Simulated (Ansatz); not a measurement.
# GaH: the cost of one run

Program: Ansatz 0.2.0, Gaussian basis. Level of theory: PBE0-D4/def2-TZVP structures, single points in def2-TZVPP, no counterpoise correction. These are calculated values, not measurements.

Levels: SPW92, PBE-D4, BLYP-D4, r2SCAN-D4, B97M-V, PBE0-D4, B3LYP-D4, r2SCAN0-D4, BHLYP-D4, CAM-B3LYP-D4, wB97X-V, wB97M-V, B2PLYP, PBE-QIDH, RPA on PBE, Hartree-Fock, MP2, CCSD, CCSD(T).

Correlated methods freeze the cores. Filled d shells of the heavier atoms are correlated. B3LYP uses VWN-RPA correlation. B2PLYP carries no dispersion term here.

57 further runs of the same task are left out: 1 that didn't finish, 56 set aside as unsound or not needed.

## 1. Starting geometry

The complex: 5 atoms, charge 0, spin multiplicity 1.

Atoms are counted from 1 here; the program's logs count them from 0.

Bond lengths: Ga1–H4 1.699 Å, O2–H3 0.961 Å, O2–H5 0.961 Å. Angles: H3–O2–H5 108.1°.

Geometry (Å):

```xyz
5

Ga   -1.5922    0.6208    0.1238
O     0.3804   -0.6045   -0.4277
H     0.7436   -0.6773   -1.3142
H    -0.5983    0.9180    1.4690
H     1.0665   -0.2570    0.1492
```

Its parts: GaH holds atoms 1, 4; H₂O holds atoms 2, 3, 5. Each part counts its atoms afresh in its own runs.

## 2. Relaxing GaH alone

relax-a/in.yaml

```yaml
crystal:
  periodic: [false, false, false]
  atoms:
    - {symbol: Ga, position_ang: [-1.592176, 0.620800, 0.123794]}
    - {symbol: H, position_ang: [-0.598272, 0.917955, 1.468955]}
basis:
  gaussian: {orbitals: def2-TZVP}
hamiltonian: {xc: pbe0, dispersion: d4}
relax: {f_tol: 0.005, max_steps: 200}
```

The run is started by

```
> ansatz run in.yaml --threads 2 --pin off --events-out ev --progress --plain --max-ram 4352MiB
```

**Question.** How long does this run take on 2 threads of Arm Neoverse V2, shared host?

About 1.4 s.
